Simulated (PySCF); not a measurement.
# DyH8N4 (Dy(NH2)4-): the cost of one run

Method: r2SCAN, Dy lcecp-1-SVP with ECP55, N def2-SVP, H def2-SVP; scalar-relativistic core potentials, no spin–orbit coupling; program: PySCF 2.14.0.

3 further runs of the same task are left out: 2 for a known fault of the program, 1 set aside as unsound or not needed.

**1. Starting geometry**

13 atoms, charge -1, spin multiplicity 1.

Bond lengths: Dy1–N2 2.257 Å, Dy1–N5 2.257 Å, Dy1–N8 2.257 Å, Dy1–N11 2.257 Å, N2–H3 1.018 Å, N2–H4 1.018 Å, N5–H6 1.018 Å, N5–H7 1.018 Å, N8–H9 1.018 Å, N8–H10 1.018 Å, N11–H12 1.018 Å, N11–H13 1.018 Å. Angles: N2–Dy1–N5 109.5°, N2–Dy1–N8 109.5°, N2–Dy1–N11 109.5°, N5–Dy1–N8 109.5°, N5–Dy1–N11 109.5°, N8–Dy1–N11 109.5°, Dy1–N2–H3 125.4°, Dy1–N2–H4 125.4°, H3–N2–H4 109.2°, Dy1–N5–H6 125.4°, Dy1–N5–H7 125.4°, H6–N5–H7 109.2°, Dy1–N8–H9 125.4°, Dy1–N8–H10 125.4°, H9–N8–H10 109.2°, Dy1–N11–H12 125.4°, Dy1–N11–H13 125.4°, H12–N11–H13 109.2°.

Geometry (Å):

```
Dy    0.0000    0.0000    0.0000
N     1.3029    1.3029    1.3029
H     1.6436    1.0567    2.2305
H     1.6436    2.2305    1.0567
N    -1.3029   -1.3029    1.3029
H    -1.6436   -1.0567    2.2305
H    -1.6436   -2.2305    1.0567
N     1.3029   -1.3029   -1.3029
H     1.6436   -2.2305   -1.0567
H     1.6436   -1.0567   -2.2305
N    -1.3029    1.3029   -1.3029
H    -1.6436    2.2305   -1.0567
H    -1.6436    1.0567   -2.2305
```

Formal oxidation states: Dy +3. Each metal's 9 4f electrons lie in its core potential, so multiplicities, spins and levels count the valence alone.

**2. SCF at the start, singlet**

Contents of run.py (the lines that set the calculation):

```python
mol = gto.M(atom='''
Dy     0.00000     0.00000     0.00000
N      1.30290     1.30290     1.30290
H      1.64360     1.05670     2.23050
H      1.64360     2.23050     1.05670
N     -1.30290    -1.30290     1.30290
H     -1.64360    -1.05670     2.23050
H     -1.64360    -2.23050     1.05670
N      1.30290    -1.30290    -1.30290
H      1.64360    -2.23050    -1.05670
H      1.64360    -1.05670    -2.23050
N     -1.30290     1.30290    -1.30290
H     -1.64360     2.23050    -1.05670
H     -1.64360     1.05670    -2.23050''',
    basis={'Dy': 'lcecp-1-SVP', 'N': 'def2-SVP', 'H': 'def2-SVP'},
    ecp={'Dy': 'lcecp-1-SVP'},
    charge=-1, spin=0)
mf = dft.RKS(mol, xc='R2SCAN')
mf.grids.atom_grid = (50, 194)  # f atoms: unpruned, at least (60, 302)
mf = mf.density_fit()  # fitting sets: Dy AutoAux, N def2-universal-JKFIT, H def2-universal-JKFIT
mf.conv_tol = 1e-08; mf.max_cycle = 55
mf.kernel(dm0)  # dm0: free metal ions and neutral atoms
```

Launch:

```bash
> OMP_NUM_THREADS=2 python run.py
```

Q: Estimate wall time and peak memory on 2 threads of Arm Neoverse V1, shared host.

About 8.5 s, with a peak of 0.86 GiB.
